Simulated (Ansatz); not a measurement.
# ClGaH₂OSi: small, medium and large basis sets

How large a basis does ClGaH₂OSi need? Two functionals are run in growing sets.

Program: Ansatz 0.2.0, Gaussian basis. Level of theory: one geometry, several basis sets. These are calculated values, not measurements.

Levels to be run: PBE0-D4/def2-SVP; ωB97M-V/def2-SVP; PBE0-D4/def2-QZVPP; ωB97M-V/def2-QZVPP; the functionals' def2-TZVPP values are taken from earlier runs.

**1. Structure used throughout**

All runs share one geometry, relaxed beforehand with PBE0-D4 in a triple-zeta def2 set.

SMILES `[Cl][Ga]1[O][SiH2]1`, 6 atoms, charge 0, spin multiplicity 1.

Atoms are counted from 1 here; the program's logs count them from 0.

Bond lengths: Cl1–Ga2 2.124 Å, Ga2–O3 1.944 Å, Ga2–Si4 2.293 Å, O3–Si4 1.622 Å, Si4–H5 1.486 Å, Si4–H6 1.486 Å. Angles: Cl1–Ga2–O3 115.1°, Cl1–Ga2–Si4 159.1°, O3–Ga2–Si4 44.1°, Ga2–O3–Si4 79.5°, Ga2–Si4–O3 56.4°, Ga2–Si4–H5 121.4°, Ga2–Si4–H6 121.4°, O3–Si4–H5 119.8°, O3–Si4–H6 119.8°, H5–Si4–H6 109.3°.

**2. PBE0-D4 in def2-SVP**

in.yaml

```yaml
crystal:
  periodic: [false, false, false]
  atoms:
    - {symbol: Cl, position_ang: [-0.665756, -3.275121, 0.057115]}
    - {symbol: Ga, position_ang: [0.079871, -1.300360, 0.293273]}
    - {symbol: O, position_ang: [-0.860085, 0.062041, -0.725573]}
    - {symbol: Si, position_ang: [0.262061, 0.968652, 0.016084]}
    - {symbol: H, position_ang: [1.369295, 1.565793, -0.774636]}
    - {symbol: H, position_ang: [-0.143388, 1.914896, 1.087537]}
basis:
  gaussian: {orbitals: def2-SVP}
hamiltonian: {xc: pbe0, dispersion: d4}
output: {orbitals: {seedname: orbitals}}
```

The run is started by

```sh
> ansatz run in.yaml --threads 2 --pin off --events-out ev --progress --plain --max-ram 4352MiB
```

Further steps of the session: ωB97M-V in def2-SVP; PBE0-D4 in def2-QZVPP; ωB97M-V in def2-QZVPP.

Before running them: what should the planned runs give, taken together? Wanted: PBE0-D4: double and triple zeta above quadruple; ωB97M-V: double and triple zeta above quadruple.

The runs gave:

```
                                       quantity           value
PBE0-D4: double and triple zeta above quadruple  18.50, 1.94 eV
ωB97M-V: double and triple zeta above quadruple  18.39, 1.86 eV
```

**Reading.** For PBE0-D4 the step from double to triple zeta gains 16.55 eV and the next only 1.94 eV. These are total energies; as a rule much of such shifts cancels in differences, which this series doesn't test.
